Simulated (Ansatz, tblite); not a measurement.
# [GaBrH3]- (GaH3Br−): one state, many levels

Aim: run the singlet of [GaBrH3]- (GaH3Br−) at one geometry on many levels, and compare frontier levels, spin and run time.

Method: as each input shows; program: Ansatz 0.2.0, Gaussian basis.

Plan: GFN2-xTB, PBE-D4/def2-TZVPD, r2SCAN-D4/def2-TZVPD, revPBE-D4/def2-TZVPD, LDA/def2-TZVPD, HF/def2-TZVPD, CAM-B3LYP-D4/def2-TZVPD, LC-ωPBE/def2-TZVPD, r2SCANh-D4/def2-TZVPD, ωB97M-V/def2-TZVPD, PBE-D4/def2-SVPD, PBE0-D4/def2-SVPD, HF/STO-3G, HF/6-31G, B3LYP-D4/6-31G, CCSD(T)/def2-TZVPPD, MP2/def2-TZVPD, RPA/def2-TZVPD.

### 1 The geometry

The singlet was relaxed beforehand with r2SCAN-D4/def2-TZVPD.

5 atoms, charge -1, spin multiplicity 1.

Bond lengths: Ga1–Br2 2.482 Å, Ga1–H3 1.595 Å, Ga1–H4 1.595 Å, Ga1–H5 1.595 Å. Angles: Br2–Ga1–H3 104.7°, Br2–Ga1–H4 104.7°, Br2–Ga1–H5 104.7°, H3–Ga1–H4 113.8°, H3–Ga1–H5 113.8°, H4–Ga1–H5 113.8°.

The ion is computed in the gas phase, without counter-ions or solvent.

PBE0-D4/def2-TZVPD was run before; its log isn't repeated, and its numbers join the tables.

### 2 GFN2-xTB

Tight binding, by tblite at 300 K electronic temperature and without a spin-polarisation term:

```python
tblite.interface.Calculator('GFN2-xTB', numbers, positions, charge=-1, uhf=0).singlepoint()
```

Energy -194.0417 eV, HOMO -6.71 eV, LUMO 1.04 eV; 0.003 s.

### 3 PBE-D4/def2-TZVPD

start.molden holds the orbitals of an earlier run on this state, given as this run's starting guess.

in.yaml

```yaml
crystal:
  periodic: [false, false, false]
  atoms:
    - {symbol: Ga, position_ang: [-0.001486, 0.002376, -0.253484]}
    - {symbol: Br, position_ang: [0.013018, -0.020886, 2.228246]}
    - {symbol: H, position_ang: [1.538711, 0.010955, -0.667211]}
    - {symbol: H, position_ang: [-0.779192, 1.339633, -0.641228]}
    - {symbol: H, position_ang: [-0.771051, -1.332077, -0.666323]}
basis:
  gaussian: {orbitals: def2-TZVPD, initial_orbitals: start.molden}
total_charge: -1
hamiltonian: {xc: pbe, dispersion: d4}
scf: {omitted_lower_state_checks: [starts]}
output: {forces: true, orbitals: {seedname: orbitals}}
```

Started as:

```console
> ansatz run in.yaml --threads 4 --pin off --events-out ev --progress --plain --max-ram 3916MiB
```

Further steps of the session: r2SCAN-D4/def2-TZVPD; revPBE-D4/def2-TZVPD; LDA/def2-TZVPD; HF/def2-TZVPD; CAM-B3LYP-D4/def2-TZVPD; LC-ωPBE/def2-TZVPD; r2SCANh-D4/def2-TZVPD; ωB97M-V/def2-TZVPD; PBE-D4/def2-SVPD; PBE0-D4/def2-SVPD; HF/STO-3G; HF/6-31G; B3LYP-D4/6-31G; CCSD(T)/def2-TZVPPD; MP2/def2-TZVPD; RPA/def2-TZVPD.

Q: Predict the results of all the runs planned. Wanted: gap in def2-TZVPD, named functionals and Hartree-Fock, smallest and largest; correlation energy, CCSD(T)/def2-TZVPPD; correlation energy, MP2/def2-TZVPD; PBE0 total energy, smallest basis above largest.

The runs gave:

| quantity | value |
| --- | --- |
| gap in def2-TZVPD, named functionals and Hartree-Fock, smallest and largest | 4.52 eV (revPBE-D4), 9.93 eV (HF) |
| correlation energy, CCSD(T)/def2-TZVPPD | -15.76 eV |
| correlation energy, MP2/def2-TZVPD | -14.53 eV |
| PBE0 total energy, smallest basis above largest | 15.12 eV (def2-SVPD, def2-TZVPD) |

**Reading.** Orbital gaps of the named functionals and Hartree-Fock in def2-TZVPD span 4.52 eV (revPBE-D4) to 9.93 eV (HF); exact exchange widens it.

The anion's highest level is positive in at least one run, so there the basis alone may hold the extra electron.
